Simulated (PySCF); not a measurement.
# Tm(47+): dipole response in even-tempered 18s12p7d4f3g

How polarisable is Tm(47+) at the levels listed below?

Method: unrestricted determinants in a Gaussian basis, no spin-orbit coupling in the energies. Code: PySCF 2.14.0.

## 1. Starting point

```
Element     : thulium (Z = 69)
Basis       : an even-tempered Gaussian basis (18 s from 10 bohr⁻², ratio 2.5; 12 p from 14 bohr⁻², ratio 2.5; 7 d from 14 bohr⁻², ratio 2.5; 4 f from 50 bohr⁻², ratio 2.7; 3 g from 75 bohr⁻², ratio 2.7)
Hamiltonian : scalar relativity by spin-free X2C-1e
State 1     : Tm(47+): [Ar] 3d4, high-spin 5D determinant
Methods     : UHF, PBE0
```

The outer shells:

Tm47+ [Ar] 3d4
```
[Ar] core
3d [↑ ][↑ ][↑ ][↑ ][  ]
```

The runs were made by one driver on top of PySCF. The scripts below sum up each run's settings (the driver also hands on starting orbitals that pick excited configurations, and frozen orbitals as a list rather than a count), and the logs come from the driver's own runs. The driver starts from symmetry-adapted Hartree-Fock orbitals, holds the occupation by maximum overlap and uses a logarithmic radial grid for functionals, so a plain start would take other cycles.

The integrals over 144 functions and the set-up took 0.97 s of CPU time.

## 2. Tm(47+), method by method

Level: UHF.

The input, input.py:

```python
from pyscf import gto, scf, dft, mp, cc
mol = gto.M(atom="Tm 0 0 0", charge=47, spin=4, symmetry="D2h",
            basis=gto.etbs([(0, 18, 10, 2.5), (1, 12, 14, 2.5), (2, 7, 14, 2.5), (3, 4, 50, 2.7), (4, 3, 75, 2.7)]),
            nucmod="G")
mf = scf.UHF(mol).sfx2c1e()
mf.irrep_nelec = {'Ag': (4, 3), 'B1g': (1, 0), 'B2g': (1, 0), 'B3g': (1, 0), 'B1u': (2, 2), 'B2u': (2, 2), 'B3u': (2, 2)}
mf.kernel()
```

The program printed:

```text
damping factor = 0
level_shift factor = 0
DIIS = <class 'pyscf.scf.diis.CDIIS'>
diis_start_cycle = 1
diis_space = 10
diis_damp = 0
SCF conv_tol = 1e-09
SCF conv_tol_grad = None
number electrons alpha = 13  beta = 9
cycle= 1 E= -11682.9511990496  delta_E= -0.0087  |g|= 0.0512  |ddm|= 0.0139
cycle= 2 E= -11682.9512407856  delta_E= -4.17e-05  |g|= 0.00514  |ddm|= 0.00143
cycle= 3 E= -11682.9512414515  delta_E= -6.66e-07  |g|= 0.000281  |ddm|= 0.000211
cycle= 4 E= -11682.9512414535  delta_E= -2.04e-09  |g|= 1.59e-06  |ddm|= 1.23e-05
cycle= 5 E= -11682.9512414535  delta_E= 5.46e-12  |g|= 7.64e-08  |ddm|= 2.03e-08
converged SCF energy = -11682.9512414535  <S^2> = 6.0001723  2S+1 = 5.0000689
```

CPU time 45 s on a shared host, the integrals not counted.

The occupied shells:

```tsv
shell	electrons	mean orbital energy (eV)	spread (eV)	rms radius (bohr)
1s α	1	-62536.8	0	0.0227
1s β	1	-62536.1	0	0.0227
2s α	1	-12986.4	0	0.0911
2s β	1	-12952.0	0	0.0911
2p α	3	-11819.7	1.995	0.0821
2p β	3	-11785.0	8.499	0.0821
3s α	1	-4815.8	0	0.224
3s β	1	-4776.8	0	0.224
3p α	3	-4453.2	4.416	0.222
3p β	3	-4404.6	10.436	0.222
3d α	4	-4060.9	10.725	0.198
```

⟨S²⟩ = 6.000, ⟨L²⟩ = 6.00.

The driver then solved the coupled dipole response at imaginary frequencies: mean α = 0.004045 bohr³ (xx, yy, zz: 0.004216, 0.004216, 0.003705), C₆ = 0.0003327 au for a like pair.

Spin-orbit coupling is strong in this species (close to jj coupling), so the high-spin LS determinant is a model state, not a physical level.

Level: PBE0.

Changes to input.py:

```diff
@@ -4,3 +4,3 @@
             nucmod="G")
-mf = scf.UHF(mol).sfx2c1e()
+mf = dft.UKS(mol, xc="PBE0").sfx2c1e()
 mf.irrep_nelec = {'Ag': (4, 3), 'B1g': (1, 0), 'B2g': (1, 0), 'B3g': (1, 0), 'B1u': (2, 2), 'B2u': (2, 2), 'B3u': (2, 2)}
```

The program printed:

```text
damping factor = 0
level_shift factor = 0
DIIS = <class 'pyscf.scf.diis.CDIIS'>
diis_start_cycle = 1
diis_space = 10
diis_damp = 0
SCF conv_tol = 1e-09
SCF conv_tol_grad = None
number electrons alpha = 13  beta = 9
XC functionals = PBE0
    C. Adamo and V. Barone.,  J. Chem. Phys. 110, 6158 (1999)
    M. Ernzerhof and G. E. Scuseria.,  J. Chem. Phys. 110, 5029 (1999)
cycle= 1 E= -11684.2808098416  delta_E= -0.0137  |g|= 0.0375  |ddm|= 0.0271
cycle= 2 E= -11684.2808161262  delta_E= -6.28e-06  |g|= 0.000836  |ddm|= 0.000505
cycle= 3 E= -11684.2808161355  delta_E= -9.31e-09  |g|= 5.08e-05  |ddm|= 2.51e-05
cycle= 4 E= -11684.2808161355  delta_E= -2.18e-11  |g|= 2.54e-06  |ddm|= 1.1e-06
converged SCF energy = -11684.2808161355  <S^2> = 6.0000719  2S+1 = 5.0000288
```

It used 48 s of CPU time after the integrals (shared host).

The driver then solved the coupled dipole response at imaginary frequencies: mean α = 0.004037 bohr³ (xx, yy, zz: 0.004211, 0.004211, 0.003690), C₆ = 0.0003323 au for a like pair.

Radial density 4πr²ρ of Tm(47+) at UHF, without picture-change correction:

```tsv
r (bohr)	density	spin density
0.000475	3.11	0.000
0.000799	6.54	0.000
0.00134	13.4	0.000
0.00226	26.2	-0.001
0.00380	47.2	-0.002
0.00640	74.4	-0.002
0.0108	94.2	-0.002
0.0181	89.0	0.017
0.0304	83.3	0.243
0.0512	115	2.159
0.0861	90.6	10.985
0.145	67.0	23.528
0.244	49.2	12.228
0.410	2.70	0.577
0.690	0.00352	0.001
```

## 3. The response side by side

Tm(47+), in atomic units:

```tsv
method	mean α	C₆ (like pair)	S(−4)
UHF	0.004045	0.0003327	1.250e-05
PBE0	0.004037	0.0003323	1.243e-05
```

α(iu) at PBE0:

```tsv
u (hartree)	α(iu) (bohr³)
0	0.004037
3.00	0.003929
6.00	0.003648
12.0	0.002921
18.0	0.002323
24.0	0.001918
30.0	0.001646
45.0	0.001251
60.0	0.001022
90.0	0.0007308
150	0.0004178
```

## 4. Outcome

```
    quantity                                    value
α of Tm(47+)  0.004037 (PBE0) to 0.004045 (UHF) bohr³
```

**Reading.** A single London oscillator with the computed α and C₆ of Tm(47+) at UHF would have ω = 4 C₆ / (3 α²) = 27.1 hartree. The basis is finite, and no extrapolation was made.
